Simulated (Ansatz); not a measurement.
# CH4ClFSi: a ladder of functionals and wavefunction methods

How much do the methods differ for CH4ClFSi? The plan is to run it at one geometry with functionals of several rungs and with coupled cluster, and see how far each lands from CCSD(T) at the basis-set limit for the atomisation energy.

Method: functionals in def2-TZVPP, the program's frozen cores in correlated methods; program: Ansatz 0.2.0, Gaussian basis.

The runs, in order: LDA (SPW92), PBE-D4, revPBE-D4, BLYP-D4, r2SCAN-D4, B97M-V, PBE0-D4, B3LYP-D4, r2SCANh-D4, r2SCAN0-D4, HSE06-D4, BHLYP-D4, CAM-B3LYP-D4, LC-ωPBE, ωB97X-V, ωB97M-V, B2PLYP, PBE-QIDH; CCSD(T)/def2-SVP; CCSD(T)/def2-TZVPP; CCSD(T)/def2-QZVPP; extrapolation to the limit; RPA on PBE.

**1. The geometry**

All runs share one geometry, relaxed beforehand with PBE0-D4 in a triple-zeta def2 set.

SMILES `C[SiH](F)Cl`, 8 atoms, charge 0, spin multiplicity 1.

Atoms are counted from 1 here; the program's logs count them from 0.

Bond lengths: C1–Si2 1.843 Å, C1–H5 1.093 Å, C1–H6 1.092 Å, C1–H7 1.092 Å, Si2–F3 1.594 Å, Si2–Cl4 2.046 Å, Si2–H8 1.477 Å. Angles: Si2–C1–H5 110.3°, Si2–C1–H6 110.4°, Si2–C1–H7 110.5°, H5–C1–H6 108.5°, H5–C1–H7 108.6°, H6–C1–H7 108.4°, C1–Si2–F3 109.4°, C1–Si2–Cl4 110.3°, C1–Si2–H8 114.2°, F3–Si2–Cl4 107.6°, F3–Si2–H8 107.4°, Cl4–Si2–H8 107.7°.

Geometry (Å):

```
C    -0.2767    0.9583    0.0838
Si    0.3640   -0.7618   -0.0842
F     0.8460   -1.2900    1.3402
Cl   -1.1200   -2.0101   -0.7355
H     0.5098    1.6213    0.4532
H    -0.6206    1.3328   -0.8829
H    -1.1150    0.9883    0.7832
H     1.5046   -0.8959   -1.0136
```

**2. LDA**

This LDA is Slater exchange with PW92 correlation.

Contents of in.yaml:

```yaml
crystal:
  periodic: [false, false, false]
  atoms:
    - {symbol: C, position_ang: [-0.276704, 0.958286, 0.083845]}
    - {symbol: Si, position_ang: [0.364031, -0.761757, -0.084162]}
    - {symbol: F, position_ang: [0.846026, -1.289980, 1.340201]}
    - {symbol: Cl, position_ang: [-1.119992, -2.010054, -0.735519]}
    - {symbol: H, position_ang: [0.509758, 1.621283, 0.453169]}
    - {symbol: H, position_ang: [-0.620637, 1.332827, -0.882909]}
    - {symbol: H, position_ang: [-1.115029, 0.988254, 0.783163]}
    - {symbol: H, position_ang: [1.504648, -0.895861, -1.013587]}
basis:
  gaussian: {orbitals: def2-TZVPP}
hamiltonian: {xc: lda}
output: {orbitals: {seedname: orbitals}}
```

On the command line:

```console
$ ansatz run in.yaml --threads 2 --pin off --events-out ev --progress --plain --max-ram 32768MiB --backend cpu
```

After this run come: PBE-D4 (GGA); revPBE-D4 (GGA); BLYP-D4 (GGA); r2SCAN-D4 (meta-GGA); B97M-V (meta-GGA); B3LYP-D4 (hybrid); r2SCANh-D4 (hybrid); r2SCAN0-D4 (hybrid); HSE06-D4 (hybrid); BHLYP-D4 (hybrid); CAM-B3LYP-D4 (range-separated); LC-ωPBE (range-separated); ωB97X-V (range-separated); ωB97M-V (range-separated); B2PLYP (double hybrid); PBE-QIDH (double hybrid); CCSD(T) in def2-SVP; CCSD(T) in def2-TZVPP; CCSD(T) in def2-QZVPP; RPA on PBE orbitals.

Q: Predict the results of all the runs planned. Wanted: atomisation energy, CCSD(T)/CBS; farthest beyond LDA; mean size of error, GGA; mean size of error, meta-GGA; mean size of error, hybrid; mean size of error, range-separated; mean size of error, double hybrid; gap, smallest and largest; T1 diagnostic.

As calculated:

| quantity | value |
| --- | --- |
| atomisation energy, CCSD(T)/CBS | 2970.5 kJ/mol |
| functionals within 14.9 kJ/mol (0.5 %) | PBE-D4, r2SCAN-D4, B97M-V, CAM-B3LYP-D4, ωB97X-V, ωB97M-V |
| farthest beyond LDA | BHLYP-D4 (-87.5 kJ/mol) |
| mean size of error, GGA | 37.1 kJ/mol |
| mean size of error, meta-GGA | 3.8 kJ/mol |
| mean size of error, hybrid | 38.1 kJ/mol |
| mean size of error, range-separated | 11.2 kJ/mol |
| mean size of error, double hybrid | 38.1 kJ/mol |
| gap, smallest and largest | 7.21 eV (LDA (SPW92)), 14.67 eV (LC-ωPBE) |
| T1 diagnostic | 0.0100 |
| triples share of the correlation energy | 3.4 % |

**Reading.** LDA overbinds by 350.6 kJ/mol (12 %). PBE-D4 misses by +5.1 kJ/mol. Double hybrids carry the basis error of their MP2 part in triple zeta, and no dispersion term here, so their miss is partly the set-up's. The rungs meta-GGA, range-separated miss on average by less than the doubt on the reference (14.9 kJ/mol), so they tie. Misses under about 14.9 kJ/mol are within the doubt on the reference itself, which lacks core-valence correlation, relativity and higher excitations. Hartree-Fock recovers 76 % of the binding; the rest is correlation. CCSD(T) in def2-SVP is off by -208.9 kJ/mol, which most functionals beat. The gap grows from 7.2 to 14.7 eV across the functionals, mostly with the share of exact exchange.
